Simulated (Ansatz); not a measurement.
# C11H14: a ladder of functionals and wavefunction methods

One table from this session's results is given with a row withheld; the runs are named, their logs left out.

Computed with Ansatz 0.2.0, Gaussian basis. Level: functionals in def2-TZVPP, the program's frozen cores in correlated methods.

Plan: LDA (SPW92), PBE-D4, revPBE-D4, BLYP-D4, r2SCAN-D4, B97M-V, PBE0-D4, B3LYP-D4, r2SCANh-D4, r2SCAN0-D4, HSE06-D4, BHLYP-D4, CAM-B3LYP-D4, LC-ωPBE, ωB97X-V, ωB97M-V, B2PLYP, PBE-QIDH; CCSD(T)/def2-SVP; CCSD(T)/def2-TZVPP; MP2/def2-QZVPP; extrapolation to the limit; RPA on PBE.

## The relaxed structure

The geometry comes from an earlier relaxation with PBE0-D4 in a triple-zeta def2 set; it is a stationary point, not always the lowest conformer.

SMILES `CC1(C)CCc2ccccc21`, 25 atoms, charge 0, spin multiplicity 1.

Atoms are counted from 1 here; the program's logs count them from 0.

Bond lengths: C1–C2 1.521 Å, C1–H12 1.093 Å, C1–H13 1.094 Å, C1–H14 1.093 Å, C2–C3 1.531 Å, C2–C4 1.544 Å, C2–C11 1.514 Å, C3–H15 1.093 Å, C3–H16 1.094 Å, C3–H17 1.093 Å, C4–C5 1.533 Å, C4–H18 1.094 Å, C4–H19 1.093 Å, C5–C6 1.502 Å, C5–H20 1.092 Å, C5–H21 1.097 Å, C6–C7 1.384 Å, C6–C11 1.392 Å and more. Angles: C2–C1–H12 111.0°, C2–C1–H13 110.6°, C2–C1–H14 111.4°, H12–C1–H13 108.2°, H12–C1–H14 108.0°, H13–C1–H14 107.4°, C1–C2–C3 109.8°, C1–C2–C4 112.1°, C1–C2–C11 113.4°, C3–C2–C4 110.6°, C3–C2–C11 109.3°, C4–C2–C11 101.3°, C2–C3–H15 110.8°, C2–C3–H16 110.6°, C2–C3–H17 111.3°, H15–C3–H16 108.2°, H15–C3–H17 107.6°, H16–C3–H17 108.3° and more.

Coordinates:

```xyz
25
charge 0, multiplicity 1
C    -1.14537   -0.02405    2.10552
C     0.04496    0.08736    1.16555
C     1.19748   -0.77833    1.68166
C     0.50371    1.54971    0.98014
C     1.08310    1.63334   -0.43620
C     0.32598    0.56148   -1.16617
C     0.19010    0.35977   -2.52910
C    -0.55905   -0.71907   -2.98190
C    -1.15924   -1.58626   -2.07861
C    -1.01766   -1.38538   -0.71113
C    -0.27597   -0.30696   -0.26023
H    -1.99663    0.54862    1.73000
H    -0.88815    0.35663    3.09809
H    -1.46280   -1.06342    2.22523
H     0.91130   -1.83285    1.70136
H     1.47718   -0.48183    2.69677
H     2.07937   -0.68661    1.04293
H    -0.37172    2.20305    1.04691
H     1.20742    1.86231    1.75523
H     0.96527    2.62235   -0.88487
H     2.15667    1.41029   -0.44262
H     0.65404    1.03824   -3.23769
H    -0.68163   -0.88187   -4.04677
H    -1.74595   -2.42181   -2.44347
H    -1.49242   -2.06469   -0.01064
```

The first run:

File in.yaml:

```yaml
crystal:
  periodic: [false, false, false]
  atoms:
    - {symbol: C, position_ang: [-1.145374, -0.024054, 2.105524]}
    - {symbol: C, position_ang: [0.044959, 0.087357, 1.165551]}
    - {symbol: C, position_ang: [1.197477, -0.778332, 1.681658]}
    - {symbol: C, position_ang: [0.503714, 1.549706, 0.980141]}
    - {symbol: C, position_ang: [1.083101, 1.633341, -0.436198]}
    - {symbol: C, position_ang: [0.325980, 0.561481, -1.166166]}
    - {symbol: C, position_ang: [0.190098, 0.359765, -2.529105]}
    - {symbol: C, position_ang: [-0.559045, -0.719072, -2.981903]}
    - {symbol: C, position_ang: [-1.159242, -1.586263, -2.078607]}
    - {symbol: C, position_ang: [-1.017663, -1.385383, -0.711127]}
    - {symbol: C, position_ang: [-0.275969, -0.306960, -0.260232]}
    - {symbol: H, position_ang: [-1.996632, 0.548622, 1.730003]}
    - {symbol: H, position_ang: [-0.888147, 0.356634, 3.098089]}
    - {symbol: H, position_ang: [-1.462799, -1.063420, 2.225225]}
    - {symbol: H, position_ang: [0.911301, -1.832849, 1.701360]}
    - {symbol: H, position_ang: [1.477178, -0.481825, 2.696768]}
    - {symbol: H, position_ang: [2.079373, -0.686609, 1.042926]}
    - {symbol: H, position_ang: [-0.371717, 2.203053, 1.046912]}
    - {symbol: H, position_ang: [1.207418, 1.862314, 1.755233]}
    - {symbol: H, position_ang: [0.965275, 2.622349, -0.884869]}
    - {symbol: H, position_ang: [2.156669, 1.410288, -0.442620]}
    - {symbol: H, position_ang: [0.654040, 1.038238, -3.237687]}
    - {symbol: H, position_ang: [-0.681627, -0.881868, -4.046772]}
    - {symbol: H, position_ang: [-1.745946, -2.421814, -2.443475]}
    - {symbol: H, position_ang: [-1.492422, -2.064694, -0.010639]}
basis:
  gaussian: {orbitals: def2-TZVPP}
hamiltonian: {xc: lda}
output: {orbitals: {seedname: orbitals}}
```

Started as:

```console
ansatz run in.yaml --threads 4 --pin off --events-out ev --progress --plain --max-ram 66560MiB --backend cuda --devices 0, --max-vram 37GiB
```

Among the steps run: LDA; PBE-D4 (GGA); revPBE-D4 (GGA); BLYP-D4 (GGA); r2SCAN-D4 (meta-GGA); B97M-V (meta-GGA); B3LYP-D4 (hybrid); r2SCANh-D4 (hybrid); r2SCAN0-D4 (hybrid); HSE06-D4 (hybrid); BHLYP-D4 (hybrid); CAM-B3LYP-D4 (range-separated); LC-ωPBE (range-separated); ωB97X-V (range-separated); ωB97M-V (range-separated); B2PLYP (double hybrid); PBE-QIDH (double hybrid).

One table of the session follows, with a row left open; its other results are not shown here.

It belongs to the step «Orbital energies across the functionals». 

```
  functional  HOMO (eV)  gap (eV)
 LDA (SPW92)      -5.93      4.64
      PBE-D4      -5.74      4.70
   revPBE-D4      -5.67      4.72
     BLYP-D4      -5.57      4.68
   r2SCAN-D4          ?         ?
      B97M-V      -5.90      5.08
     PBE0-D4      -6.70      6.56
    B3LYP-D4      -6.50      6.17
  r2SCANh-D4      -6.26      5.73
  r2SCAN0-D4      -6.81      6.77
    HSE06-D4      -6.31      5.79
    BHLYP-D4      -7.49      8.36
CAM-B3LYP-D4      -7.90      8.82
     LC-ωPBE      -9.16     11.11
     ωB97X-V      -8.84     10.75
     ωB97M-V      -8.77     10.58
```

Q: Estimate the row for r2SCAN-D4 from the others.

Worked estimate for «HOMO (eV)». Against the share of exact exchange, r2SCANh-D4 (0.1, -6.26), r2SCAN0-D4 (0.25, -6.81) give a slope of -3.67 per unit share; at 0 the line stands at -5.89.

**Answer.** HOMO (eV): -5.89; gap (eV): 5.04. In «HOMO (eV)» the line misses by 0.00.
